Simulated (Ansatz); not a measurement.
**CH₄OTe (SMILES CO[TeH]): single points off equilibrium**

The task here is to estimate one member of a computed series from the others.

The runs use Ansatz 0.2.0, Gaussian basis; single points in def2-TZVPP.

Correlated methods freeze the cores. Filled d shells of the heavier atoms are correlated. Core potentials replace the inner electrons past krypton, and spin-orbit coupling is left out. B3LYP uses VWN-RPA correlation.

### Where the work starts

7 atoms, charge 0, spin multiplicity 1.

Atoms are counted from 1 here; the program's logs count them from 0.

Bond lengths: C1–O2 1.473 Å, C1–H4 1.032 Å, C1–H5 1.117 Å, C1–H6 1.067 Å, O2–Te3 2.067 Å, Te3–H7 1.674 Å. Angles: O2–C1–H4 105.9°, O2–C1–H5 110.2°, O2–C1–H6 105.5°, H4–C1–H5 116.3°, H4–C1–H6 116.7°, H5–C1–H6 101.8°, C1–O2–Te3 114.2°, O2–Te3–H7 95.1°.

Geometry (Å):

```
atom    x (Å)    y (Å)    z (Å)
  C1  -0.4789   0.7511  -0.2373
  O2  -0.6493  -0.4062   0.6581
 Te3   0.5401  -2.0275   0.1809
  H4  -0.6402   0.3953  -1.1925
  H5   0.5075   1.2408  -0.0516
  H6  -1.1594   1.4905   0.1204
  H7   1.9316  -1.3988   0.8663
```

Set-up of the first run:

run/in.yaml

```yaml
crystal:
  periodic: [false, false, false]
  atoms:
    - {symbol: C, position_ang: [-0.478900, 0.751100, -0.237300]}
    - {symbol: O, position_ang: [-0.649300, -0.406200, 0.658100]}
    - {symbol: Te, position_ang: [0.540100, -2.027500, 0.180900]}
    - {symbol: H, position_ang: [-0.640200, 0.395300, -1.192500]}
    - {symbol: H, position_ang: [0.507500, 1.240800, -0.051600]}
    - {symbol: H, position_ang: [-1.159400, 1.490500, 0.120400]}
    - {symbol: H, position_ang: [1.931600, -1.398800, 0.866300]}
basis:
  gaussian: {orbitals: def2-TZVPP}
correlation: {method: ccsd_t}
output: {forces: true}
```

The command line of these runs was not kept.

Among the steps run: CCSD(T)/def2-TZVPP; PBE0-D4/def2-TZVPP; wB97M-V/def2-TZVPP; r2SCAN-D4/def2-TZVPP; PBE-D4/def2-TZVPP; BLYP-D4/def2-TZVPP; B3LYP-D4/def2-TZVPP.

One of the session's tables, all rows but one given; the rest of the session is left out.

```
   method  RMS force component (eV/Å)  angle to CCSD(T) forces (°)  dipole (D)
  CCSD(T)                       1.073                    reference        1.52
  PBE0-D4                       1.138                          6.3        1.52
  wB97M-V                       1.115                          4.5        1.59
r2SCAN-D4                       1.049                          4.2        1.46
   PBE-D4                       1.044                         12.1        1.40
  BLYP-D4                       0.968                         15.7        1.42
 B3LYP-D4                           ?                            ?           ?
```

Estimate the missing values for B3LYP-D4.

**Answer.** RMS force component (eV/Å): 1.039; angle to CCSD(T) forces (°): 5.7; dipole (D): 1.53. In the column «RMS force component (eV/Å)» it lies between BLYP-D4 (0.968) and PBE-D4 (1.044).
